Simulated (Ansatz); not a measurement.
**The gallium atom (doublet): density functionals in cc-pVTZ, part 1 of 2**

What do functionals of several rungs give for the gallium atom (doublet)?

Computed with Ansatz 0.2.0, Gaussian basis. Level: cc-pVTZ, all electrons in the functionals, frozen cores in the correlation of double hybrids and RPA.

To be run: SPW92, PBE, BLYP, revPBE, r2SCAN, B97M-V, PBE0, B3LYP, r2SCANh, r2SCAN0, BHLYP, CAM-B3LYP, wB97X-V, wB97M-V, HSE06, B2PLYP, PBE-QIDH, RPA-PBE.

### 1 The atom

A free atom, in its lowest state of this spin that the program finds. No spin-orbit coupling is included. The filled d shell of Ga may be among the frozen orbitals whatever the setting's name suggests; the logs give the count.

1 atom, charge 0, spin multiplicity 2.

No dispersion term is added; B97M-V, wB97X-V, wB97M-V hold VV10 nonlocal correlation. B3LYP takes the VWN-RPA correlation. HSE06 is the plane-wave form.

### 2 SPW92 (unrestricted)

File in.yaml:

```yaml
crystal:
  periodic: [false, false, false]
  atoms:
    - {symbol: Ga, position_ang: [0.000000, 0.000000, 0.000000]}
basis:
  gaussian: {orbitals: cc-pVTZ}
magnetization: {spin_polarized: true, initial_magnetization: 1}
hamiltonian: {xc: {name: SPW92}}
```

Launch:

```
ansatz run in.yaml --threads 1 --pin off --events-out ev --progress --plain --max-ram 2393MiB
```

Log:

```text
Functional definition: SPW92
  name "SPW92"
  cite "Dirac, Proc. Camb. Phil. Soc. 26, 376 (1930) doi:10.1017/S0305004100016108"
  cite "Slater, Phys. Rev. 81, 385 (1951) doi:10.1103/PhysRev.81.385"
  cite "Perdew & Wang, Phys. Rev. B 45, 13244 (1992) doi:10.1103/PhysRevB.45.13244"
  exchange = slater_x
  correlation = pw_c
363 factors; their error is unknown
mean field evaluation 1: about -52294.5649 eV, gradient 1.3e1 eV
mean field evaluation 2: about -52294.4120 eV, gradient 1.4e1 eV
mean field evaluation 4: about -52294.9326 eV, gradient 4.3e-1 eV
mean field evaluation 8: about -52294.9283 eV, gradient 6.1e-4 eV
mean field evaluation 16: about -52294.9282 eV, gradient 3.9e-2 eV
mean field evaluation 32: about -52294.9291 eV, gradient 3.8e-2 eV
mean field -52294.92825669 eV, -1921.8031666579 hartree, gradient 1.5e-5 eV, S^2 0.750895; 2 other end points of the search recorded, 0 dependent functions left out
reference -52294.92827837 eV, -1921.8031674545 hartree; 16, 15 occupied and 27, 28 virtual orbitals, 363 factors
Total energy: -52294.92827837 eV, -1921.8031674545 hartree
```

Wall time 0.33 s (1 thread of Intel Xeon 6975P-C, shared host).

From the report: ⟨S²⟩ of the determinant 0.751 (pure doublet: 0.75).

### 3 PBE (unrestricted)

in.yaml, as its differences from that of step 2:

```diff
@@ -7,2 +7,3 @@
 magnetization: {spin_polarized: true, initial_magnetization: 1}
-hamiltonian: {xc: {name: SPW92}}
+hamiltonian: {xc: {name: PBE}}
+output: {orbitals: {seedname: orbitals}}
```

Launched as before.

Log:

```text
Functional definition: PBE
  name "PBE"
  cite "Perdew, Burke & Ernzerhof, Phys. Rev. Lett. 77, 3865 (1996) doi:10.1103/PhysRevLett.77.3865"
  parent pbe
  parameter kappa = 0.804
  parameter beta = 0.06672455060314922
  exchange = pbe_x(kappa = kappa, mu = beta*pi^2/3)
  correlation = pbe_c(beta = beta)
363 factors; their error is unknown
mean field evaluation 1: about -52369.3812 eV, gradient 1.2e1 eV
mean field evaluation 2: about -52369.3316 eV, gradient 1.2e1 eV
mean field evaluation 4: about -52369.6810 eV, gradient 7.1e-2 eV
mean field evaluation 8: about -52369.6750 eV, gradient 3.3e-4 eV
mean field evaluation 16: about -52369.6750 eV, gradient 1.3e-4 eV
mean field -52369.67496488 eV, -1924.5500575188 hartree, gradient 1.3e-5 eV, S^2 0.752312; 1 other end points of the search recorded, 0 dependent functions left out
reference -52369.67499154 eV, -1924.5500584983 hartree; 16, 15 occupied and 27, 28 virtual orbitals, 363 factors
Total energy: -52369.67499154 eV, -1924.5500584983 hartree
```

Wall time 0.42 s (1 thread of Intel Xeon 6975P-C, shared host).

From the report: ⟨S²⟩ of the determinant 0.752 (pure doublet: 0.75).

### 4 BLYP (unrestricted)

in.yaml, as its differences from that of step 3:

```diff
@@ -7,3 +7,2 @@
 magnetization: {spin_polarized: true, initial_magnetization: 1}
-hamiltonian: {xc: {name: PBE}}
-output: {orbitals: {seedname: orbitals}}
+hamiltonian: {xc: {name: BLYP}}
```

Launched as before.

Log:

```text
Functional definition: BLYP
  name "BLYP"
  cite "Becke, Phys. Rev. A 38, 3098 (1988) doi:10.1103/PhysRevA.38.3098"
  cite "Lee, Yang & Parr, Phys. Rev. B 37, 785 (1988) doi:10.1103/PhysRevB.37.785"
  parameter beta = 0.0042
  parameter a = 0.04918
  parameter b = 0.132
  parameter c = 0.2533
  parameter d = 0.349
  exchange = b88_x(beta = beta)
  correlation = lyp_c(a = a, b = b, c = c, d = d)
363 factors; their error is unknown
mean field evaluation 1: about -52379.4413 eV, gradient 1.3e1 eV
mean field evaluation 2: about -52379.3800 eV, gradient 1.4e1 eV
mean field evaluation 4: about -52379.7952 eV, gradient 5.3e-2 eV
mean field evaluation 8: about -52379.7892 eV, gradient 3.8e-4 eV
mean field evaluation 16: about -52379.7892 eV, gradient 1.5e-4 eV
mean field -52379.78922613 eV, -1924.9217497638 hartree, gradient 1.7e-5 eV, S^2 0.751587; 1 other end points of the search recorded, 0 dependent functions left out
reference -52379.78942457 eV, -1924.9217570565 hartree; 16, 15 occupied and 27, 28 virtual orbitals, 363 factors
Total energy: -52379.78942457 eV, -1924.9217570565 hartree
```

It took 0.48 s on 1 thread of Intel Xeon 6975P-C, shared host.

From the report: ⟨S²⟩ of the determinant 0.752 (pure doublet: 0.75).

### 5 revPBE (unrestricted)

in.yaml, as its differences from that of step 4:

```diff
@@ -7,2 +7,2 @@
 magnetization: {spin_polarized: true, initial_magnetization: 1}
-hamiltonian: {xc: {name: BLYP}}
+hamiltonian: {xc: {name: revPBE}}
```

The command is unchanged.

Log:

```text
Functional definition: revPBE
  name "revPBE"
  cite "Zhang & Yang, Phys. Rev. Lett. 80, 890 (1998) doi:10.1103/PhysRevLett.80.890"
  cite "Perdew, Burke & Ernzerhof, Phys. Rev. Lett. 77, 3865 (1996) doi:10.1103/PhysRevLett.77.3865"
  parameter kappa = 1.245
  parameter beta = 0.06672455060314922
  exchange = pbe_x(kappa = kappa, mu = beta*pi^2/3)
  correlation = pbe_c(beta = beta)
363 factors; their error is unknown
mean field evaluation 1: about -52373.6341 eV, gradient 1.1e1 eV
mean field evaluation 2: about -52373.5933 eV, gradient 1.2e1 eV
mean field evaluation 4: about -52373.9127 eV, gradient 8.4e-2 eV
mean field evaluation 8: about -52373.9067 eV, gradient 3.5e-4 eV
mean field evaluation 16: about -52373.9067 eV, gradient 1.2e-4 eV
mean field -52373.90671440 eV, -1924.7055714452 hartree, gradient 1.7e-5 eV, S^2 0.752843; 1 other end points of the search recorded, 0 dependent functions left out
reference -52373.90674747 eV, -1924.7055726606 hartree; 16, 15 occupied and 27, 28 virtual orbitals, 363 factors
Total energy: -52373.90674747 eV, -1924.7055726606 hartree
```

It took 0.42 s on 1 thread of Intel Xeon 6975P-C, shared host.

From the report: ⟨S²⟩ of the determinant 0.753 (pure doublet: 0.75).

### 6 r2SCAN (unrestricted)

in.yaml, as its differences from that of step 5:

```diff
@@ -7,2 +7,2 @@
 magnetization: {spin_polarized: true, initial_magnetization: 1}
-hamiltonian: {xc: {name: revPBE}}
+hamiltonian: {xc: {name: r2SCAN}}
```

Same command.

Log:

```text
Functional definition: r2SCAN
  name "r2SCAN"
  cite "Furness, Kaplan, Ning, Perdew & Sun, J. Phys. Chem. Lett. 11, 8208 (2020) doi:10.1021/acs.jpclett.0c02405"
  cite "Furness, Kaplan, Ning, Perdew & Sun, J. Phys. Chem. Lett. 11, 9248 (2020) doi:10.1021/acs.jpclett.0c03077"
  parent r2scan
  parameter k0 = 0.174
  parameter k1 = 0.065
  parameter a1 = 4.9479
  exchange = r2scan_x(k0 = k0, k1 = k1, a1 = a1)
  correlation = r2scan_c
363 factors; their error is unknown
mean field evaluation 1: about -52376.9901 eV, gradient 8.1e0 eV
mean field evaluation 2: about -52377.0207 eV, gradient 8.1e0 eV
mean field evaluation 4: about -52377.1715 eV, gradient 8.9e-2 eV
mean field evaluation 8: about -52377.1631 eV, gradient 8.8e-4 eV
mean field evaluation 16: about -52377.1631 eV, gradient 1.1e-4 eV
mean field -52377.16313548 eV, -1924.8252427126 hartree, gradient 1.5e-5 eV, S^2 0.755990; 1 other end points of the search recorded, 0 dependent functions left out
reference -52377.16314745 eV, -1924.8252431523 hartree; 16, 15 occupied and 27, 28 virtual orbitals, 363 factors
Total energy: -52377.16314745 eV, -1924.8252431523 hartree
```

Run time: 1.1 s. Hardware: 1 thread of Intel Xeon 6975P-C, shared host.

From the report: ⟨S²⟩ of the determinant 0.756 (pure doublet: 0.75).

### 7 B97M-V (unrestricted)

in.yaml, as its differences from that of step 6:

```diff
@@ -7,2 +7,2 @@
 magnetization: {spin_polarized: true, initial_magnetization: 1}
-hamiltonian: {xc: {name: r2SCAN}}
+hamiltonian: {xc: {name: B97M-V}}
```

The command is unchanged.

Log, cut to the lines that bear on the results:

```text
Functional definition: B97M-V
  name "B97M-V"
  cite "Mardirossian & Head-Gordon, J. Chem. Phys. 142, 074111 (2015) doi:10.1063/1.4907719"
  cite "Becke, J. Chem. Phys. 107, 8554 (1997) doi:10.1063/1.475007"
  cite "Vydrov & Van Voorhis, J. Chem. Phys. 133, 244103 (2010) doi:10.1063/1.3521275"
  # Of w^i u^j: cxij and so on, Table III.
[...]
  gx(w, u) = cx00 + cx01*u + cx02*u^2 + (cx10 + cx11*u)*w
  gss(w, u) = css00 + css02*u^2 + css10*w + (css32*w^3 + css42*w^4)*u^2
  gos(w, u) = cos00 + cos01*u + cos03*u^3 + cos10*w + cos32*w^3*u^2
[...]
      + integral(e_c_pw_mod_opposite_spin*gos(b97_w_opposite, b97_u_opposite)) + vv10(b, c)
363 factors; their error is unknown
[...]
mean field -52367.45055733 eV, -1924.4683120491 hartree, gradient 1.3e-5 eV, S^2 0.752067; 1 other end points of the search recorded, 0 dependent functions left out
reference -52367.45059519 eV, -1924.4683134404 hartree; 16, 15 occupied and 27, 28 virtual orbitals, 363 factors
Total energy: -52367.45059519 eV, -1924.4683134404 hartree
```

Wall time 1.4 s (1 thread of Intel Xeon 6975P-C, shared host).

From the report: ⟨S²⟩ of the determinant 0.752 (pure doublet: 0.75).

### 8 PBE0 (unrestricted)

in.yaml, as its differences from that of step 7:

```diff
@@ -7,2 +7,3 @@
 magnetization: {spin_polarized: true, initial_magnetization: 1}
-hamiltonian: {xc: {name: B97M-V}}
+hamiltonian: {xc: {name: PBE0}}
+output: {orbitals: {seedname: orbitals}}
```

Launched as before.

Log:

```text
Functional definition: PBE0
  name "PBE0"
  cite "Adamo & Barone, J. Chem. Phys. 110, 6158 (1999) doi:10.1063/1.478522"
  cite "Perdew, Burke & Ernzerhof, Phys. Rev. Lett. 77, 3865 (1996) doi:10.1103/PhysRevLett.77.3865"
  parent pbe
  parameter a = 0.25
  parameter kappa = 0.804
  parameter beta = 0.06672455060314922
  exchange = (1 - a)*pbe_x(kappa = kappa, mu = beta*pi^2/3) + a*exact_x
  correlation = pbe_c(beta = beta)
286 factors; integrals over basis functions are off by at most 8.8e-5 eV
mean field evaluation 1: about -52370.6283 eV, gradient 6.1e0 eV
mean field evaluation 2: about -52370.6684 eV, gradient 5.2e0 eV
mean field evaluation 4: about -52370.7297 eV, gradient 5.0e-2 eV
mean field evaluation 8: about -52370.7291 eV, gradient 1.5e-4 eV
mean field evaluation 16: about -52370.7291 eV, gradient 1.2e-4 eV
mean field -52370.72913718 eV, -1924.5887976362 hartree, gradient 2.8e-5 eV, S^2 0.753750; 1 other end points of the search recorded, 0 dependent functions left out
reference -52370.72915710 eV, -1924.5887983683 hartree; 16, 15 occupied and 27, 28 virtual orbitals, 286 factors
Total energy: -52370.72915710 eV, -1924.5887983683 hartree
```

Wall time 0.57 s (1 thread of Intel Xeon 6975P-C, shared host).

From the report: ⟨S²⟩ of the determinant 0.754 (pure doublet: 0.75).

### 9 B3LYP (unrestricted)

in.yaml, as its differences from that of step 8:

```diff
@@ -7,3 +7,2 @@
 magnetization: {spin_polarized: true, initial_magnetization: 1}
-hamiltonian: {xc: {name: PBE0}}
-output: {orbitals: {seedname: orbitals}}
+hamiltonian: {xc: {name: B3LYP}}
```

The command is unchanged.

Log, cut to the lines that bear on the results:

```text
Functional definition: B3LYP
  name "B3LYP"
  cite "Stephens, Devlin, Chabalowski & Frisch, J. Phys. Chem. 98, 11623 (1994) doi:10.1021/j100096a001"
  cite "Becke, Phys. Rev. A 38, 3098 (1988) doi:10.1103/PhysRevA.38.3098"
  cite "Lee, Yang & Parr, Phys. Rev. B 37, 785 (1988) doi:10.1103/PhysRevB.37.785"
  cite "Vosko, Wilk & Nusair, Can. J. Phys. 58, 1200 (1980) doi:10.1139/p80-159"
[...]
286 factors; integrals over basis functions are off by at most 8.8e-5 eV
[...]
mean field -52379.12286250 eV, -1924.8972613521 hartree, gradient 3.2e-5 eV, S^2 0.752369; 1 other end points of the search recorded, 0 dependent functions left out
reference -52379.12301035 eV, -1924.8972667856 hartree; 16, 15 occupied and 27, 28 virtual orbitals, 286 factors
Total energy: -52379.12301035 eV, -1924.8972667856 hartree
```

It took 0.63 s on 1 thread of Intel Xeon 6975P-C, shared host.

From the report: ⟨S²⟩ of the determinant 0.752 (pure doublet: 0.75).

### 10 r2SCANh (unrestricted)

in.yaml, as its differences from that of step 9:

```diff
@@ -7,2 +7,2 @@
 magnetization: {spin_polarized: true, initial_magnetization: 1}
-hamiltonian: {xc: {name: B3LYP}}
+hamiltonian: {xc: {name: r2SCANh}}
```

Launched as before.

Log, cut to the lines that bear on the results:

```text
Functional definition: r2SCANh
  name "r2SCANh"
  cite "Bursch, Neugebauer, Ehlert & Grimme, J. Chem. Phys. 156, 134105 (2022) doi:10.1063/5.0086040"
  cite "Furness, Kaplan, Ning, Perdew & Sun, J. Phys. Chem. Lett. 11, 8208 (2020) doi:10.1021/acs.jpclett.0c02405"
  cite "Furness, Kaplan, Ning, Perdew & Sun, J. Phys. Chem. Lett. 11, 9248 (2020) doi:10.1021/acs.jpclett.0c03077"
  parent r2scan
[...]
286 factors; integrals over basis functions are off by at most 8.8e-5 eV
[...]
mean field -52376.90396042 eV, -1924.8157182048 hartree, gradient 6.1e-6 eV, S^2 0.756236; 3 other end points of the search recorded, 0 dependent functions left out
reference -52376.90397145 eV, -1924.8157186101 hartree; 16, 15 occupied and 27, 28 virtual orbitals, 286 factors
Total energy: -52376.90397145 eV, -1924.8157186101 hartree
```

It took 1.6 s on 1 thread of Intel Xeon 6975P-C, shared host.

From the report: ⟨S²⟩ of the determinant 0.756 (pure doublet: 0.75).

(Continued in part 2 of 2.)
